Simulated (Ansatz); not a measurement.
**Chromium, simple cubic under BLYP: structure, energy and stiffness**

What does BLYP give for chromium in the simple cubic structure? We relax it, solve it on a dense k-mesh, then scale the cell to 7 volumes from 88 to 112 % of the relaxed one and try a fit of the equation of state. The start is ferromagnetic. The k-meshes are 13×13×13 for the relaxation; 22×22×22 for the dense run; 15×15×15 for the volumes.

This is Cr in the simple cubic structure; at room conditions it is bcc.

Method: DFT BLYP, plane waves (420 eV) with PAW, scalar-relativistic; PAW files made under PBE, frozen cores solved again for the functional, in Ansatz 0.2.0.

### 1 The structure to begin with

It takes space group Pm-3m (No. 221, cubic). Conventional cell: a = 2.348 Å, b = 2.348 Å, c = 2.348 Å, α = 90.00°, β = 90.00°, γ = 90.00°. Cr (site symmetry m-3m) is surrounded by 6 Cr at 2.35 Å.

As a file:

```cif
data_structure
_symmetry_space_group_name_H-M 'P 1'
_symmetry_Int_Tables_number 1
_cell_length_a 2.3484
_cell_length_b 2.3484
_cell_length_c 2.3484
_cell_angle_alpha 90.000
_cell_angle_beta 90.000
_cell_angle_gamma 90.000
_cell_volume 12.95
loop_
_atom_site_label
_atom_site_type_symbol
_atom_site_fract_x
_atom_site_fract_y
_atom_site_fract_z
_atom_site_occupancy
Cr1 Cr 0.00000 0.00000 0.00000 1
```

The atoms start with moments of +1.5 μB.

### 2 Relaxing cell and atoms

The input, input.yaml:

```yaml
crystal:
  lattice:
    - [2.3484326893, 0.0, 0.0]
    - [0.0, 2.3484326893, 0.0]
    - [0.0, 0.0, 2.3484326893]
  atoms:
    - { symbol: Cr, position: [0.0, 0.0, 0.0], spin: 1.5 }
hamiltonian:
  xc: blyp
  pseudopotentials:
    kind: paw
    azcp:
      Cr: "pseudopotentials/Cr.paw.azcp"
basis:
  ecutwfc: 420
  fft_grid_basis: typed
kpoints:
  mp_grid: { grid: [13, 13, 13], shift: [0, 0, 0] }
magnetization:
  spin_polarized: true
scf:
  occupations: { method: fermi_dirac, width: 0.05 }
relax:
  max_steps: 60
  f_tol: 0.01
  cell: {}
```

The runs that follow: Dense single point; Volume × 0.88; Volume × 0.92; Volume × 0.96; Volume × 1.0; Volume × 1.04; Volume × 1.08; Volume × 1.12.

Before running it: what results should come out? Wanted: space group; conventional cell; volume; shortest distance; gap on the mesh; magnetic state; relative to bcc, antiferromagnetic; V₀, B₀, B₀′.

The runs gave:

```
                          quantity                         value
    space group (spins left aside)               Pm-3m (No. 221)
                 conventional cell                   a = 2.366 Å
                            volume                13.244 Å³/atom
                 shortest distance                       2.366 Å
                   gap on the mesh  none (levels filled in part)
                    magnetic state                  non-magnetic
relative to bcc, antiferromagnetic                 +867 meV/atom
                       V₀, B₀, B₀′  13.325 Å³/atom, 168 GPa, 4.0
```

In words: From the guessed start the volume grew by 2.3 % in 6 steps. It lies 867 meV/atom above the element's reference form at the same level (bcc, antiferromagnetic, from a run of its own); part of this is magnetic energy, as this run has no moments. The moments die out: the run ends non-magnetic. Levels at the Fermi energy are filled in part, as in a metal. The fitted modulus is 168 GPa. The symmetry was held, so the structure may be unstable against distortions that break it.
